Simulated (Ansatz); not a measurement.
# C3H6BN: one species, many methods

An exercise on one series of results from a longer session: the logs are not shown, and one member is left open.

Method: functionals in def2-TZVPP, the program's frozen cores in correlated methods; program: Ansatz 0.2.0, Gaussian basis.

Plan: LDA (SPW92), PBE-D4, revPBE-D4, BLYP-D4, r2SCAN-D4, B97M-V, PBE0-D4, B3LYP-D4, r2SCANh-D4, r2SCAN0-D4, HSE06-D4, BHLYP-D4, CAM-B3LYP-D4, LC-ωPBE, ωB97X-V, ωB97M-V, B2PLYP, PBE-QIDH; CCSD(T)/def2-SVP; CCSD(T)/def2-TZVPP; MP2/def2-QZVPP; extrapolation to the limit; RPA on PBE.

## The geometry

The geometry comes from an earlier relaxation with PBE0-D4 in a triple-zeta def2 set; it is a stationary point, not always the lowest conformer.

SMILES `BNC=C=C`, 11 atoms, charge 0, spin multiplicity 1.

Atoms are counted from 1 here; the program's logs count them from 0.

Bond lengths: B1–N2 1.393 Å, B1–H6 1.194 Å, B1–H7 1.196 Å, N2–C3 1.399 Å, N2–H8 1.009 Å, C3–C4 1.306 Å, C3–H9 1.086 Å, C4–C5 1.300 Å, C5–H10 1.087 Å, C5–H11 1.087 Å. Angles: N2–B1–H6 118.5°, N2–B1–H7 118.6°, H6–B1–H7 122.9°, B1–N2–C3 126.0°, B1–N2–H8 120.2°, C3–N2–H8 113.8°, N2–C3–C4 125.1°, N2–C3–H9 114.5°, C4–C3–H9 120.4°, C3–C4–C5 179.4°, C4–C5–H10 121.6°, C4–C5–H11 121.6°, H10–C5–H11 116.9°.

Set-up of the first run:

Contents of in.yaml:

```yaml
crystal:
  periodic: [false, false, false]
  atoms:
    - {symbol: B, position_ang: [-0.579283, 1.543493, 1.696697]}
    - {symbol: N, position_ang: [-0.030573, 0.492053, 0.966698]}
    - {symbol: C, position_ang: [-0.288980, 0.199931, -0.376702]}
    - {symbol: C, position_ang: [0.236262, -0.791822, -1.044863]}
    - {symbol: C, position_ang: [0.751326, -1.774522, -1.721634]}
    - {symbol: H, position_ang: [-0.262771, 1.667495, 2.841705]}
    - {symbol: H, position_ang: [-1.345575, 2.281581, 1.150249]}
    - {symbol: H, position_ang: [0.618763, -0.144600, 1.404573]}
    - {symbol: H, position_ang: [-0.986347, 0.878172, -0.858554]}
    - {symbol: H, position_ang: [1.681299, -1.659908, -2.272787]}
    - {symbol: H, position_ang: [0.271179, -2.748871, -1.764684]}
basis:
  gaussian: {orbitals: def2-TZVPP}
hamiltonian: {xc: lda}
output: {orbitals: {seedname: orbitals}}
```

Command:

```console
$ ansatz run in.yaml --threads 2 --pin off --events-out ev --progress --plain --max-ram 4352MiB
```

Among the steps run: LDA; PBE-D4 (GGA); revPBE-D4 (GGA); BLYP-D4 (GGA); r2SCAN-D4 (meta-GGA); B97M-V (meta-GGA); B3LYP-D4 (hybrid); r2SCANh-D4 (hybrid); r2SCAN0-D4 (hybrid); HSE06-D4 (hybrid); BHLYP-D4 (hybrid); CAM-B3LYP-D4 (range-separated); LC-ωPBE (range-separated); ωB97X-V (range-separated); ωB97M-V (range-separated); B2PLYP (double hybrid); PBE-QIDH (double hybrid).

One table of the session follows, with a row left open; its other results are not shown here.

It belongs to the step «Frontier levels by functional». 

| functional | HOMO (eV) | gap (eV) |
| --- | --- | --- |
| LDA (SPW92) | -5.87 | 4.28 |
| PBE-D4 | -5.69 | 4.33 |
| revPBE-D4 | -5.62 | 4.35 |
| BLYP-D4 | -5.53 | 4.31 |
| r2SCAN-D4 | -5.81 | 4.77 |
| B97M-V | -5.85 | 4.77 |
| PBE0-D4 | -6.73 | 6.31 |
| B3LYP-D4 | ? | ? |
| r2SCANh-D4 | -6.21 | 5.50 |
| r2SCAN0-D4 | -6.82 | 6.60 |
| HSE06-D4 | -6.33 | 5.54 |
| BHLYP-D4 | -7.65 | 8.23 |
| CAM-B3LYP-D4 | -7.99 | 8.63 |
| LC-ωPBE | -9.31 | 11.10 |
| ωB97X-V | -8.94 | 10.63 |
| ωB97M-V | -8.87 | 10.33 |

Estimate the missing values for B3LYP-D4.

Worked estimate for «HOMO (eV)». Against the share of exact exchange, BLYP-D4 (0, -5.53), BHLYP-D4 (0.5, -7.65) give a slope of -4.24 per unit share; at 0.2 the line stands at -6.38.

As computed: HOMO (eV): -6.52; gap (eV): 5.89. In «HOMO (eV)» the line misses by +0.14.
